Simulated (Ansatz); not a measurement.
# TaN: the cost of one run

Method: DFT PBE, scalar-relativistic, plane waves, PAW, in Ansatz 0.2.0.

## (1) The system as given

Symmetry: Fm-3m, No. 225, cubic system. Conventional cell: a = 4.358 Å, b = 4.358 Å, c = 4.358 Å, α = 90.00°, β = 90.00°, γ = 90.00°. Ta (site symmetry m-3m) is surrounded by 6 N at 2.18 Å. N (site symmetry m-3m) has 6 Ta at 2.18 Å in its first shell of neighbours.

Coordinates:

```
Ta N
1.0
     0.00000    6.53700    6.53700
     6.53700    0.00000    6.53700
     6.53700    6.53700    0.00000
Ta N
27 27
Direct
  0.16667 0.16667 0.16667
  0.16667 0.16667 0.50000
  0.16667 0.16667 0.83333
  0.16667 0.50000 0.16667
  0.16667 0.50000 0.50000
  0.16667 0.50000 0.83333
  0.16667 0.83333 0.16667
  0.16667 0.83333 0.50000
  0.16667 0.83333 0.83333
  0.50000 0.16667 0.16667
  0.50000 0.16667 0.50000
  0.50000 0.16667 0.83333
  0.50000 0.50000 0.16667
  0.50000 0.50000 0.50000
  0.50000 0.50000 0.83333
  0.50000 0.83333 0.16667
  0.50000 0.83333 0.50000
  0.50000 0.83333 0.83333
  0.83333 0.16667 0.16667
  0.83333 0.16667 0.50000
  0.83333 0.16667 0.83333
  0.83333 0.50000 0.16667
  0.83333 0.50000 0.50000
  0.83333 0.50000 0.83333
  0.83333 0.83333 0.16667
  0.83333 0.83333 0.50000
  0.83333 0.83333 0.83333
  0.00000 0.00000 0.00000
  0.00000 0.00000 0.33333
  0.00000 0.00000 0.66667
  0.00000 0.33333 0.00000
  0.00000 0.33333 0.33333
  0.00000 0.33333 0.66667
  0.00000 0.66667 0.00000
  0.00000 0.66667 0.33333
  0.00000 0.66667 0.66667
  0.33333 0.00000 0.00000
  0.33333 0.00000 0.33333
  0.33333 0.00000 0.66667
  0.33333 0.33333 0.00000
  0.33333 0.33333 0.33333
  0.33333 0.33333 0.66667
  0.33333 0.66667 0.00000
  0.33333 0.66667 0.33333
  0.33333 0.66667 0.66667
  0.66667 0.00000 0.00000
  0.66667 0.00000 0.33333
  0.66667 0.00000 0.66667
  0.66667 0.33333 0.00000
  0.66667 0.33333 0.33333
  0.66667 0.33333 0.66667
  0.66667 0.66667 0.00000
  0.66667 0.66667 0.33333
  0.66667 0.66667 0.66667
```

The runs take a perfect supercell of 54 atoms; the defect goes to fractional position (0.167, 0.167, 0.167).

## (2) The perfect supercell

Input file input.yaml:

```yaml
crystal:
  lattice:
    - [0.0, 6.537, 6.537]
    - [6.537, 0.0, 6.537]
    - [6.537, 6.537, 0.0]
  atoms:
    - { symbol: Ta, position: [0.166667, 0.166667, 0.166667] }
    - { symbol: Ta, position: [0.166667, 0.166667, 0.5] }
    - { symbol: Ta, position: [0.166667, 0.166667, 0.833333] }
    - { symbol: Ta, position: [0.166667, 0.5, 0.166667] }
    - { symbol: Ta, position: [0.166667, 0.5, 0.5] }
    - { symbol: Ta, position: [0.166667, 0.5, 0.833333] }
    - { symbol: Ta, position: [0.166667, 0.833333, 0.166667] }
    - { symbol: Ta, position: [0.166667, 0.833333, 0.5] }
    - { symbol: Ta, position: [0.166667, 0.833333, 0.833333] }
    - { symbol: Ta, position: [0.5, 0.166667, 0.166667] }
    - { symbol: Ta, position: [0.5, 0.166667, 0.5] }
    - { symbol: Ta, position: [0.5, 0.166667, 0.833333] }
    - { symbol: Ta, position: [0.5, 0.5, 0.166667] }
    - { symbol: Ta, position: [0.5, 0.5, 0.5] }
    - { symbol: Ta, position: [0.5, 0.5, 0.833333] }
    - { symbol: Ta, position: [0.5, 0.833333, 0.166667] }
    - { symbol: Ta, position: [0.5, 0.833333, 0.5] }
    - { symbol: Ta, position: [0.5, 0.833333, 0.833333] }
    - { symbol: Ta, position: [0.833333, 0.166667, 0.166667] }
    - { symbol: Ta, position: [0.833333, 0.166667, 0.5] }
    - { symbol: Ta, position: [0.833333, 0.166667, 0.833333] }
    - { symbol: Ta, position: [0.833333, 0.5, 0.166667] }
    - { symbol: Ta, position: [0.833333, 0.5, 0.5] }
    - { symbol: Ta, position: [0.833333, 0.5, 0.833333] }
    - { symbol: Ta, position: [0.833333, 0.833333, 0.166667] }
    - { symbol: Ta, position: [0.833333, 0.833333, 0.5] }
    - { symbol: Ta, position: [0.833333, 0.833333, 0.833333] }
    - { symbol: "N", position: [0.0, 0.0, 0.0] }
    - { symbol: "N", position: [0.0, 0.0, 0.333333] }
    - { symbol: "N", position: [0.0, 0.0, 0.666667] }
    - { symbol: "N", position: [0.0, 0.333333, 0.0] }
    - { symbol: "N", position: [0.0, 0.333333, 0.333333] }
    - { symbol: "N", position: [0.0, 0.333333, 0.666667] }
    - { symbol: "N", position: [0.0, 0.666667, 0.0] }
    - { symbol: "N", position: [0.0, 0.666667, 0.333333] }
    - { symbol: "N", position: [0.0, 0.666667, 0.666667] }
    - { symbol: "N", position: [0.333333, 0.0, 0.0] }
    - { symbol: "N", position: [0.333333, 0.0, 0.333333] }
    - { symbol: "N", position: [0.333333, 0.0, 0.666667] }
    - { symbol: "N", position: [0.333333, 0.333333, 0.0] }
    - { symbol: "N", position: [0.333333, 0.333333, 0.333333] }
    - { symbol: "N", position: [0.333333, 0.333333, 0.666667] }
    - { symbol: "N", position: [0.333333, 0.666667, 0.0] }
    - { symbol: "N", position: [0.333333, 0.666667, 0.333333] }
    - { symbol: "N", position: [0.333333, 0.666667, 0.666667] }
    - { symbol: "N", position: [0.666667, 0.0, 0.0] }
    - { symbol: "N", position: [0.666667, 0.0, 0.333333] }
    - { symbol: "N", position: [0.666667, 0.0, 0.666667] }
    - { symbol: "N", position: [0.666667, 0.333333, 0.0] }
    - { symbol: "N", position: [0.666667, 0.333333, 0.333333] }
    - { symbol: "N", position: [0.666667, 0.333333, 0.666667] }
    - { symbol: "N", position: [0.666667, 0.666667, 0.0] }
    - { symbol: "N", position: [0.666667, 0.666667, 0.333333] }
    - { symbol: "N", position: [0.666667, 0.666667, 0.666667] }
basis:
  ecutwfc: 420
  fft_grid_basis: typed
kpoints:
  mp_grid: { grid: [2, 2, 2] }
hamiltonian:
  xc: pbe
  pseudopotentials: { kind: paw }
scf:
  occupations: { method: gaussian, width: 0.05 }
output:
  forces: true
  stress: false
  eigenvalues: true
  bader: false
  write_density: true
  volumetric_format: npy
```

Run with:

```console
$ ansatz run input.yaml --threads 8 --pin off --max-ram 16384MiB --backend cpu --events-out ev --progress --plain --runs-dir out
```

What time and memory should one allow on 8 threads of Arm Neoverse V1, shared host?

About 4.5 s, with a peak of 2.5 GiB.
